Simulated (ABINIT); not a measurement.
ReOs:

```
Os Re
1.0
     2.75733    0.00000    0.00000
    -1.37867    2.38792    0.00000
     0.00000    0.00000    4.38243
Os Re
1 1
Direct
  0.00000 0.00000 0.00000
  0.66667 0.33333 0.50000
```

The cell comes from a database or a generator and needn't be the stable form of this composition.

| Property | Result |
| --- | --- |
| Program | ABINIT 10.8.3 (patched build) |
| Task | relaxation of cell and atoms |
| Functional | PBEsol |
| Potentials or basis | JTH PAW PBE v2.0 |
| Cutoff | 599 eV |
| k mesh | 8 × 8 × 4 |
| Occupations | fermi-dirac, width 0.05 eV |
| Spin | no spin polarisation |

At the start: pressure -6.4 GPa; volume 14.43 Å³/atom.

Problem. How do energy, volume and symmetry change on relaxing?

Solution. Over 6 steps the energy falls by 5.6 meV/atom and the volume is 14.21 Å³/atom (-1.5 %); space group P-6m2 (No. 187, to 0.05 Å).

The path:
| step | energy change (eV) | largest force (eV/Å) | pressure (GPa) | volume (Å³) |
| --- | --- | --- | --- | --- |
| 1 | 0.0000 | 0.0000 | -6.37 | 28.86 |
| 2 | -0.0103 | 0.0000 | 1.68 | 28.30 |
| 3 | -0.0112 | 0.0000 | 0.12 | 28.40 |
| 4 | -0.0113 | 0.0000 | -0.06 | 28.42 |
| 5 | -0.0113 | 0.0000 | -0.01 | 28.41 |
| 6 | -0.0113 | 0.0000 | 0.00 | 28.41 |

Final structure:
```cif
data_structure
_symmetry_space_group_name_H-M 'P 1'
_symmetry_Int_Tables_number 1
_cell_length_a 2.7508
_cell_length_b 2.7508
_cell_length_c 4.3358
_cell_angle_alpha 90.000
_cell_angle_beta 90.000
_cell_angle_gamma 120.000
_cell_volume 28.41
loop_
_atom_site_label
_atom_site_type_symbol
_atom_site_fract_x
_atom_site_fract_y
_atom_site_fract_z
_atom_site_occupancy
Os1 Os 0.00000 0.00000 0.00000 1
Re1 Re 0.66667 0.33333 0.50000 1
```

Caveat: the PAW data sets were made with another functional, which shifts forces and pressure a little.
